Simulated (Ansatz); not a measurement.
**AgTe4Au: properties at the relaxed cell**

An exercise on one series of results from a longer session: the logs are not shown, and one member is left open.

Method: DFT PBEsol, scalar-relativistic, plane waves, PAW, in Ansatz 0.2.0.

1 further run of the same task is left out (set aside as unsound or not needed).

### The system as given

The structure is monoclinic, space group P2/c (No. 13). The conventional cell has a = 8.841 Å, b = 4.354 Å, c = 10.116 Å, α = 90.00°, β = 124.31°, γ = 90.00°. Ag (site symmetry 2) has 6 Te at 2.74 to 3.09 Å in its first shell of neighbours. Around Te (site symmetry 1) lie 1 Au at 2.68 Å and 1 Te at 2.88 Å and 2 Ag at 2.89 to 3.09 Å. Te (site symmetry 1) has 1 Au at 2.72 Å and 1 Ag at 2.74 Å and 1 Te at 2.88 Å in its first shell of neighbours. Around Au (site symmetry -1) lie 4 Te at 2.68 to 2.72 Å.

As a file:

```
Ag Te Au
1.0
     8.84107    0.00000    0.02091
     0.00000    4.35422    0.00000
    -5.72218    0.00000    8.34154
Ag Te Au
2 8 2
Direct
  0.50000 0.50905 0.25000
  0.50000 0.49095 0.75000
  0.69602 0.02184 0.70209
  0.30398 0.02184 0.79791
  0.30398 0.97816 0.29791
  0.69602 0.97816 0.20209
  0.18845 0.42612 0.95069
  0.81155 0.42612 0.54931
  0.81155 0.57388 0.04931
  0.18845 0.57388 0.45069
  0.00000 0.00000 0.00000
  0.00000 0.00000 0.50000
```

It is the result of an earlier relaxation at this level (volume 26.80 Å³/atom; gap on the mesh: none (metal)).

Set-up of the first run:

input.yaml

```yaml
crystal:
  lattice:
    - [8.7517575461, 0.0, 0.0206941436]
    - [0.0, 4.3102363531, 0.0]
    - [-5.6643722377, 0.0, 8.2572787017]
  atoms:
    - { symbol: Ag, position: [0.5, 0.509049705, 0.25] }
    - { symbol: Ag, position: [0.5, 0.490950295, 0.75] }
    - { symbol: Te, position: [0.6960161181, 0.0218398567, 0.7020934475] }
    - { symbol: Te, position: [0.3039838819, 0.0218398567, 0.7979065525] }
    - { symbol: Te, position: [0.3039838819, 0.9781601433, 0.2979065525] }
    - { symbol: Te, position: [0.6960161181, 0.9781601433, 0.2020934475] }
    - { symbol: Te, position: [0.1884519592, 0.4261243829, 0.9506942178] }
    - { symbol: Te, position: [0.8115480408, 0.4261243829, 0.5493057822] }
    - { symbol: Te, position: [0.8115480408, 0.5738756171, 0.0493057822] }
    - { symbol: Te, position: [0.1884519592, 0.5738756171, 0.4506942178] }
    - { symbol: Au, position: [0.0, 0.0, 0.0] }
    - { symbol: Au, position: [0.0, 0.0, 0.5] }
basis:
  ecutwfc: 420
kpoints:
  mp_grid: { grid: [6, 8, 4] }
hamiltonian:
  xc: pbesol
scf:
  occupations: { method: gaussian, width: 0.1 }
output:
  forces: true
  stress: true
  eigenvalues: true
relax:
  adjacent_minimum: "off"
  f_tol: 0.01
  max_steps: 30
  cell: { stress_tol: 0.1, fix: [volume] }
```

The run is started by

```console
ansatz run input.yaml --threads 8 --pin off --max-ram 22528MiB --backend cpu --events-out ev --progress --plain --runs-dir out
```

Steps of the session up to this table: The cell scaled to 0.97 of its volume; Volume × 1.03; The cell scaled to 0.94 of its volume; The cell scaled to 1.06 of its volume; Point at V/V0 = 0.91; The cell scaled to 1.10 of its volume; The cell scaled to 0.88 of its volume.

One table of the session follows, with a row left open; its other results are not shown here.

It belongs to the step «Energy against volume». 

```
volume (Å³/atom)  energy above the lowest point (meV/atom)  pressure (GPa)
          23.587                                      46.4            6.98
          24.391                                      20.0            3.64
          25.195                                       8.7            0.98
          25.999                                       3.2            1.15
          26.803                                       0.0            0.00
          27.607                                         ?               ?
          28.411                                       9.6           -1.81
          29.483                                      24.4           -2.59
```

**Question.** Estimate the row for volume (Å³/atom) = 27.607.

Worked estimate for «energy above the lowest point (meV/atom)». A straight line through the neighbours (26.803, 0.0) and (28.411, 9.6) gives 0.0 + (9.6 − 0.0) × (27.607 − 26.803) / (28.411 − 26.803) = 4.8; a parabola fitted to 4 rows on both sides gives 2.6.

**Answer.** energy above the lowest point (meV/atom): 2.5; pressure (GPa): -1.02. In «energy above the lowest point (meV/atom)» the line misses by +2.3 and the parabola by +0.1.
